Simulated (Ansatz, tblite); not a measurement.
# GeFH3 (GeH₃F): spin states and exact exchange

Aim: set other spin states of GeFH3 (GeH₃F) against its singlet, on many levels of theory.

Computed with Ansatz 0.2.0, Gaussian basis. Level: as each input shows.

Levels to be run: triplet, at the geometry of the singlet (GFN1-xTB, GFN2-xTB, PBE0-D4/def2-TZVP, PBE-D4/def2-TZVP, r2SCAN-D4/def2-TZVP); the singlet's energies come from earlier runs.

**1. The relaxed structure**

The singlet was relaxed beforehand with PBE-D4/def2-TZVP.

5 atoms, charge 0, spin multiplicity 1.

Bond lengths: Ge1–F2 1.766 Å, Ge1–H3 1.544 Å, Ge1–H4 1.544 Å, Ge1–H5 1.544 Å. Angles: F2–Ge1–H3 106.2°, F2–Ge1–H4 106.1°, F2–Ge1–H5 106.2°, H3–Ge1–H4 112.6°, H3–Ge1–H5 112.6°, H4–Ge1–H5 112.6°.

**2. Triplet at the fixed geometry, GFN1-xTB**

Tight binding, by tblite at 300 K electronic temperature and without a spin-polarisation term:

```python
tblite.interface.Calculator('GFN1-xTB', numbers, positions, charge=0, uhf=2).singlepoint()
```

Energy -222.3097 eV; 0.01 s.

**3. Triplet at the fixed geometry, GFN2-xTB**

Tight binding, by tblite at 300 K electronic temperature and without a spin-polarisation term:

```python
tblite.interface.Calculator('GFN2-xTB', numbers, positions, charge=0, uhf=2).singlepoint()
```

Energy -215.5234 eV; 0.004 s.

**4. Triplet at the fixed geometry, PBE0-D4/def2-TZVP**

File in.yaml:

```yaml
crystal:
  periodic: [false, false, false]
  atoms:
    - {symbol: Ge, position_ang: [-0.000640, 0.001036, -0.095352]}
    - {symbol: F, position_ang: [0.010865, -0.019372, 1.670133]}
    - {symbol: H, position_ang: [1.479834, 0.011059, -0.534511]}
    - {symbol: H, position_ang: [-0.749072, 1.288148, -0.505148]}
    - {symbol: H, position_ang: [-0.740986, -1.280872, -0.535122]}
basis:
  gaussian: {orbitals: def2-TZVP}
magnetization: {spin_polarized: true, initial_magnetization: 2}
hamiltonian: {xc: pbe0, dispersion: d4}
scf: {omitted_lower_state_checks: [starts]}
output: {orbitals: {seedname: orbitals}}
```

On the command line:

```sh
ansatz run in.yaml --threads 4 --pin off --events-out ev --progress --plain --max-ram 3916MiB
```

Standard output:

```text
Functional definition: PBE0
  name "PBE0"
  cite "Adamo & Barone, J. Chem. Phys. 110, 6158 (1999) doi:10.1063/1.478522"
  cite "Perdew, Burke & Ernzerhof, Phys. Rev. Lett. 77, 3865 (1996) doi:10.1103/PhysRevLett.77.3865"
  parent pbe
  parameter a = 0.25
  parameter kappa = 0.804
  parameter beta = 0.06672455060314922
  exchange = (1 - a)*pbe_x(kappa = kappa, mu = beta*pi^2/3) + a*exact_x
  correlation = pbe_c(beta = beta)
these checks for a lower state are left out or cut short: starts
689 factors; their error is unknown
mean field evaluation 1: about -59266.2619 eV, gradient 2.6e1 eV
mean field evaluation 2: about -59250.4354 eV, gradient 7.1e1 eV
mean field evaluation 4: about -59268.3932 eV, gradient 4.0e0 eV
mean field evaluation 8: about -59268.4391 eV, gradient 1.2e-1 eV
mean field evaluation 16: about -59268.7223 eV, gradient 1.9e-2 eV
mean field -59268.72257047 eV, -2178.0853806818 hartree, gradient 9.3e-6 eV, S^2 2.006948; 0 other end points of the search recorded, 0 dependent functions left out
reference -59268.72259627 eV, -2178.0853816298 hartree; 23, 21 occupied and 74, 76 virtual orbitals, 689 factors
Total energy: -59268.76264730 eV, -2178.0868534780 hartree
Checks for a lower state left out: starts
```

Run time: 6 s. Hardware: 4 threads of Intel Xeon at 2.50GHz, shared host.

HOMO -2.77 eV, LUMO -7.90 eV (over both spins; with the spin held, an empty level of the minority spin lies below the top filled one); ⟨S²⟩ 2.007 (pure: 2.00).

**5. Triplet at the fixed geometry, PBE-D4/def2-TZVP**

start.molden holds the orbitals of an earlier run on this state, given as this run's starting guess.

in.yaml, as its differences from that of step 4:

```diff
@@ -9,5 +9,5 @@
 basis:
-  gaussian: {orbitals: def2-TZVP}
+  gaussian: {orbitals: def2-TZVP, initial_orbitals: start.molden}
 magnetization: {spin_polarized: true, initial_magnetization: 2}
-hamiltonian: {xc: pbe0, dispersion: d4}
+hamiltonian: {xc: pbe, dispersion: d4}
 scf: {omitted_lower_state_checks: [starts]}
```

The command is unchanged.

Standard output:

```text
Functional definition: PBE
  name "PBE"
  cite "Perdew, Burke & Ernzerhof, Phys. Rev. Lett. 77, 3865 (1996) doi:10.1103/PhysRevLett.77.3865"
  parent pbe
  parameter kappa = 0.804
  parameter beta = 0.06672455060314922
  exchange = pbe_x(kappa = kappa, mu = beta*pi^2/3)
  correlation = pbe_c(beta = beta)
these checks for a lower state are left out or cut short: starts
646 factors; their error is unknown
mean field evaluation 1: about -59267.5755 eV, gradient 6.9e0 eV
mean field evaluation 2: about -59267.6692 eV, gradient 1.3e-1 eV
mean field evaluation 4: about -59267.6570 eV, gradient 4.1e-3 eV
mean field evaluation 8: about -59267.6570 eV, gradient 2.0e-5 eV
mean field -59267.65695883 eV, -2178.0462201764 hartree, gradient 2.3e-6 eV, S^2 2.002605; 0 other end points of the search recorded, 0 dependent functions left out
reference -59267.65699374 eV, -2178.0462214591 hartree; 23, 21 occupied and 74, 76 virtual orbitals, 646 factors
Total energy: -59267.70561241 eV, -2178.0480081622 hartree
Checks for a lower state left out: starts
```

Wall time 3.4 s (4 threads of Intel Xeon at 2.50GHz, shared host).

HOMO -1.94 eV, LUMO -8.57 eV (over both spins; with the spin held, an empty level of the minority spin lies below the top filled one); ⟨S²⟩ 2.003 (pure: 2.00).

**6. Triplet at the fixed geometry, r2SCAN-D4/def2-TZVP**

in.yaml, as its differences from that of step 5:

```diff
@@ -11,3 +11,3 @@
 magnetization: {spin_polarized: true, initial_magnetization: 2}
-hamiltonian: {xc: pbe, dispersion: d4}
+hamiltonian: {xc: r2scan, dispersion: d4}
 scf: {omitted_lower_state_checks: [starts]}
```

Same command.

Standard output:

```text
Functional definition: r2SCAN
  name "r2SCAN"
  cite "Furness, Kaplan, Ning, Perdew & Sun, J. Phys. Chem. Lett. 11, 8208 (2020) doi:10.1021/acs.jpclett.0c02405"
  cite "Furness, Kaplan, Ning, Perdew & Sun, J. Phys. Chem. Lett. 11, 9248 (2020) doi:10.1021/acs.jpclett.0c03077"
  parent r2scan
  parameter k0 = 0.174
  parameter k1 = 0.065
  parameter a1 = 4.9479
  exchange = r2scan_x(k0 = k0, k1 = k1, a1 = a1)
  correlation = r2scan_c
these checks for a lower state are left out or cut short: starts
646 factors; their error is unknown
mean field evaluation 1: about -59277.3307 eV, gradient 4.4e0 eV
mean field evaluation 2: about -59277.3629 eV, gradient 5.3e-2 eV
mean field evaluation 4: about -59277.3545 eV, gradient 5.3e-4 eV
mean field evaluation 8: about -59277.3545 eV, gradient 2.3e-5 eV
mean field -59277.35450638 eV, -2178.4025984753 hartree, gradient 8.8e-6 eV, S^2 2.006534; 0 other end points of the search recorded, 0 dependent functions left out
reference -59277.35451739 eV, -2178.4025988800 hartree; 23, 21 occupied and 74, 76 virtual orbitals, 646 factors
Total energy: -59277.36533082 eV, -2178.4029962662 hartree
Checks for a lower state left out: starts
```

It took 6 s on 4 threads of Intel Xeon at 2.50GHz, shared host.

Report: HOMO -2.09 eV, LUMO -8.61 eV (over both spins; with the spin held, an empty level of the minority spin lies below the top filled one); ⟨S²⟩ 2.007 (pure: 2.00).

**7. Triplet less singlet, vertical**

The singlet's energies are those of its earlier runs, whose logs aren't repeated here.

```
              level  triplet less singlet, vertical (kcal/mol)     time
           GFN1-xTB                                     +167.5  0.018 s
           GFN2-xTB                                     +188.1  0.008 s
   PBE-D4/def2-TZVP                                     +157.3    4.7 s
r2SCAN-D4/def2-TZVP                                     +163.4    8.1 s
  PBE0-D4/def2-TZVP                                     +168.3    8.2 s
```

Times add the two runs; a level without a time comes out of a correlated run. Tight binding without a spin term can't rank spin states.

**8. Outcome**

| quantity | value |
| --- | --- |
| triplet less singlet, vertical, functionals in def2-TZVP | +157.3 (PBE-D4) to +168.3 kcal/mol (PBE0-D4) |

All functionals put the triplet above the singlet, over a spread of 11.0 kcal/mol. The checks for a lower triplet were left out, so another state of that spin may lie lower. These are electronic energies, without zero-point motion, entropy or surroundings.
